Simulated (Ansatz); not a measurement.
**AlGeH5 (singlet): the correlation ladder at distance Al2–H7 = 1.588 Å, cc-pVDZ**

An exercise on one series of results from a longer session: the logs are not shown, and one member is left open.

Method: cc-pVDZ, core rule «outside noble gas», up to 19 orbitals frozen; program: Ansatz 0.2.0, Gaussian basis.

Plan: UHF; CCSD(T) on RHF; BCCD(T) on RHF; CISD; CCSDT(Q) on RHF; CASSCF and NEVPT2, 2 electrons in 2 orbitals; CASSCF and NEVPT2, 8 electrons in 8 orbitals.

26 further runs of the same task are left out: 1 for a mislabelled method, 18 that didn't finish, 7 set aside as unsound or not needed.

## What is computed

The geometry derives from a PBE0/def2-TZVP stationary point (not a proven minimum). One bond is set to the value named and the two fragments are kept rigid. No spin-orbit coupling is included. The filled d shell of Ge may be among the frozen orbitals whatever the setting's name suggests; the logs give the count.

7 atoms, charge 0, spin multiplicity 1.

Atoms are counted from 1 here; the program's logs count them from 0.

Bond lengths: Ge1–Al2 2.479 Å, Ge1–H3 1.541 Å, Ge1–H4 1.543 Å, Ge1–H5 1.543 Å, Al2–H6 1.588 Å, Al2–H7 1.588 Å. Angles: Al2–Ge1–H3 113.9°, Al2–Ge1–H4 111.3°, Al2–Ge1–H5 111.3°, H3–Ge1–H4 106.9°, H3–Ge1–H5 106.9°, H4–Ge1–H5 106.0°, Ge1–Al2–H6 121.3°, Ge1–Al2–H7 119.4°, H6–Al2–H7 119.3°.

The first run:

Input file in.yaml:

```yaml
crystal:
  periodic: [false, false, false]
  atoms:
    - {symbol: Ge, position_ang: [0.000000, 0.000899, 0.685381]}
    - {symbol: Al, position_ang: [0.000000, 0.001025, -1.793332]}
    - {symbol: H, position_ang: [0.000000, 1.409025, 1.310315]}
    - {symbol: H, position_ang: [1.232737, -0.738751, 1.246452]}
    - {symbol: H, position_ang: [-1.232737, -0.738751, 1.246452]}
    - {symbol: H, position_ang: [0.000000, 1.358175, -2.617361]}
    - {symbol: H, position_ang: [0.000000, -1.381914, -2.574090]}
basis:
  gaussian: {orbitals: cc-pVDZ}
magnetization: {spin_polarized: true, initial_magnetization: 0}
hamiltonian: {xc: hf}
output: {orbitals: {seedname: orbitals}}
```

Started as:

```bash
ansatz run in.yaml --threads 1 --pin off --events-out ev --progress --plain --max-ram 2393MiB
```

Among the steps run: UHF; CCSD(T) on RHF; BCCD(T) on RHF; CISD; CCSDT(Q) on RHF; CASSCF and NEVPT2, 2 electrons in 2 orbitals; CASSCF and NEVPT2, 8 electrons in 8 orbitals.

One of the session's tables, all rows but one given; the rest of the session is left out.

| method | from RCCSDT(Q) (kcal/mol) |
| --- | --- |
| RHF | +137.88 |
| RMP2 | +31.52 |
| CISD | +14.99 |
| RCCSD | +3.48 |
| RCCSD(T) | +0.72 |
| BCCD(T) | +0.71 |
| RCCSDT | +0.10 |
| RCCSDT(Q) | 0 |
| CASSCF pair | +128.96 |
| NEVPT2 pair | ? |
| CASSCF frontier | +102.07 |
| NEVPT2 frontier | +31.16 |

Estimate the missing values for NEVPT2 pair.

As computed: from RCCSDT(Q) (kcal/mol): +31.59. In the column «from RCCSDT(Q) (kcal/mol)» it lies between RMP2 (+31.52) and CASSCF frontier (+102.07).
